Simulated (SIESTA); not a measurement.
Here is a SIESTA 5.4.2 calculation.

Contents of Pb.fdf:

```
SystemName                      Pb
SystemLabel                     Pb
NumberOfSpecies                 1
NumberOfAtoms                   5
%block ChemicalSpeciesLabel
  1  82 Pb
%endblock ChemicalSpeciesLabel

LatticeConstant                 1.0 Ang
%block LatticeVectors
     3.4800006906     0.0000000000     0.0000000000
    -1.7400003453     3.0137690032     0.0000000000
     0.0000000000     0.0000000000    26.1800000000
%endblock LatticeVectors
AtomicCoordinatesFormat         Ang
%block AtomicCoordinatesAndAtomicSpecies
     1.7400003453     1.0045896679     7.5000000000  1
     0.0000000000     2.0091793353    10.2950000000  1
     1.7400003453     1.0045896679    13.0900000000  1
     0.0000000000     2.0091793353    15.8850000000  1
     1.7400003453     1.0045896679    18.6800000000  1
%endblock AtomicCoordinatesAndAtomicSpecies

%block kgrid.MonkhorstPack
    9   0   0  0.0
    0   9   0  0.0
    0   0   1  0.0
%endblock kgrid.MonkhorstPack
XC.Functional                   VDW
XC.Authors                      DRSLL
PAO.BasisSize                   DZP
PAO.EnergyShift                 0.003 Ry
Mesh.Cutoff                     500 Ry
OccupationFunction              FD
ElectronicTemperature           0.05 eV
Slab.DipoleCorrection           vacuum
MaxSCFIterations                120
SCF.MustConverge                false
SCF.Mixer.Method                Pulay
SCF.Mixer.Weight                0.25
SCF.Mixer.History               8
SCF.DM.Tolerance                5.0e-05
SCF.H.Tolerance                 1.0e-03 eV
WriteForces                     true
Charge.Mulliken                 end
%block PAO.Basis
  Pb 4
  n=6 0 2
    6.167 0.000
  n=6 1 2
    9.095 0.000
  n=5 2 2
    4.147 0.000
  n=6 2 1
    9.095
%endblock PAO.Basis
```

Potentials or basis: PseudoDojo 0.4 standard (PBE files), DZP (energy shift 0.003 Ry; two zetas on semicore shells).

Run with:

```console
$ siesta Pb.fdf > Pb.out 2>&1
```

What does it give for the largest force?

0.352 eV/Å.

Predict the band gap on the k mesh.

none (metal or under the smearing width).

Forces on the atoms (eV/Å):
```
Pb   0.000  0.000 -0.352
Pb   0.000  0.000 -0.282
Pb   0.000  0.000  0.000
Pb   0.000  0.000  0.282
Pb   0.000  0.000  0.352
```

Caveat: the potentials were made for another functional, which shifts forces and pressure; the basis of atomic orbitals isn't converged, which shifts pressures, moduli and gaps. Spin-orbit coupling is left out, which matters for the levels of Pb.
